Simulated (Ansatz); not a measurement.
**BCl2HS (SMILES SB(Cl)Cl): single points off equilibrium**

How do the functionals fare away from a minimum? The structure is a structure displaced at random from a GFN2-xTB minimum.

Program: Ansatz 0.2.0, Gaussian basis. Level of theory: single points in def2-TZVPP. These are calculated values, not measurements.

Cores are frozen in the correlated methods.

## Step 1: Where the work starts

5 atoms, charge 0, spin multiplicity 1.

Atoms are counted from 1 here; the program's logs count them from 0.

Bond lengths: S1–B2 1.722 Å, S1–H5 1.252 Å, B2–Cl3 1.749 Å, B2–Cl4 1.872 Å. Angles: B2–S1–H5 98.7°, S1–B2–Cl3 127.8°, S1–B2–Cl4 121.4°, Cl3–B2–Cl4 110.1°.

Geometry (Å):

| atom | x (Å) | y (Å) | z (Å) |
| --- | --- | --- | --- |
| S1 | -0.1399 | 1.4714 | 0.0320 |
| B2 | 0.2077 | -0.2059 | 0.2116 |
| Cl3 | 1.4790 | -0.9415 | 1.1618 |
| Cl4 | -0.6138 | -1.4923 | -0.8716 |
| H5 | -1.0559 | 1.3858 | -0.8179 |

## Step 2: CCSD(T)/def2-TZVPP

run/in.yaml

```yaml
crystal:
  periodic: [false, false, false]
  atoms:
    - {symbol: S, position_ang: [-0.139900, 1.471400, 0.032000]}
    - {symbol: B, position_ang: [0.207700, -0.205900, 0.211600]}
    - {symbol: Cl, position_ang: [1.479000, -0.941500, 1.161800]}
    - {symbol: Cl, position_ang: [-0.613800, -1.492300, -0.871600]}
    - {symbol: H, position_ang: [-1.055900, 1.385800, -0.817900]}
basis:
  gaussian: {orbitals: def2-TZVPP}
correlation: {method: ccsd_t}
output: {forces: true}
```

The command line of these runs was not kept.

## Step 3: PBE0-D4/def2-TZVPP

run/in.yaml, as its differences from that of step 2:

```diff
@@ -10,3 +10,3 @@
   gaussian: {orbitals: def2-TZVPP}
-correlation: {method: ccsd_t}
-output: {forces: true}
+hamiltonian: {xc: pbe0, dispersion: d4}
+output: {forces: true, orbitals: {seedname: orbitals}}
```

## Step 4: wB97M-V/def2-TZVPP

run/in.yaml, as its differences from that of step 3:

```diff
@@ -10,3 +10,3 @@
   gaussian: {orbitals: def2-TZVPP}
-hamiltonian: {xc: pbe0, dispersion: d4}
-output: {forces: true, orbitals: {seedname: orbitals}}
+hamiltonian: {xc: {name: wB97M-V}}
+output: {forces: true}
```

## Step 5: r2SCAN-D4/def2-TZVPP

run/in.yaml, as its differences from that of step 4:

```diff
@@ -10,3 +10,3 @@
   gaussian: {orbitals: def2-TZVPP}
-hamiltonian: {xc: {name: wB97M-V}}
+hamiltonian: {xc: r2scan, dispersion: d4}
 output: {forces: true}
```

## Step 6: PBE-D4/def2-TZVPP

run/in.yaml, as its differences from that of step 5:

```diff
@@ -10,3 +10,3 @@
   gaussian: {orbitals: def2-TZVPP}
-hamiltonian: {xc: r2scan, dispersion: d4}
+hamiltonian: {xc: pbe, dispersion: d4}
 output: {forces: true}
```

## Step 7: HSE06-D4/def2-TZVPP

run/in.yaml, as its differences from that of step 6:

```diff
@@ -10,3 +10,3 @@
   gaussian: {orbitals: def2-TZVPP}
-hamiltonian: {xc: pbe, dispersion: d4}
+hamiltonian: {xc: hse06, dispersion: d4}
 output: {forces: true}
```

## Step 8: B97M-V/def2-TZVPP

run/in.yaml, as its differences from that of step 7:

```diff
@@ -10,3 +10,3 @@
   gaussian: {orbitals: def2-TZVPP}
-hamiltonian: {xc: hse06, dispersion: d4}
+hamiltonian: {xc: {name: B97M-V}}
 output: {forces: true}
```

(Steps that only read results are left out.)

Before running it: what results should come out? Wanted: energy less free atoms, CCSD(T)/def2-TZVPP; RMS force component; RMS force error; HOMO and LUMO, PBE0-D4; T1 diagnostic.

The runs gave:

| quantity | value |
| --- | --- |
| energy less free atoms, CCSD(T)/def2-TZVPP | -376.7 kcal/mol |
| RMS force component | 1.546 to 1.622 eV/Å over the methods |
| RMS force error | PBE0-D4 0.113, wB97M-V 0.077, r2SCAN-D4 0.089, PBE-D4 0.158, HSE06-D4 0.111, B97M-V 0.114 eV/Å |
| HOMO and LUMO, PBE0-D4 | -8.71 and -1.48 eV |
| T1 diagnostic | 0.012 |

Against CCSD(T) the functionals' energies less atoms differ by -28.8 to -19.8 kcal/mol, PBE-D4 by -28.8 kcal/mol. The reference is not at the basis limit: in triple zeta CCSD(T) underbinds, which counts against methods that bind more; the gaps are no ranking. On forces the order runs from wB97M-V to PBE-D4. Frozen-core CCSD(T) forces in triple zeta carry basis errors of their own, and this is one geometry, so small gaps rank nothing.
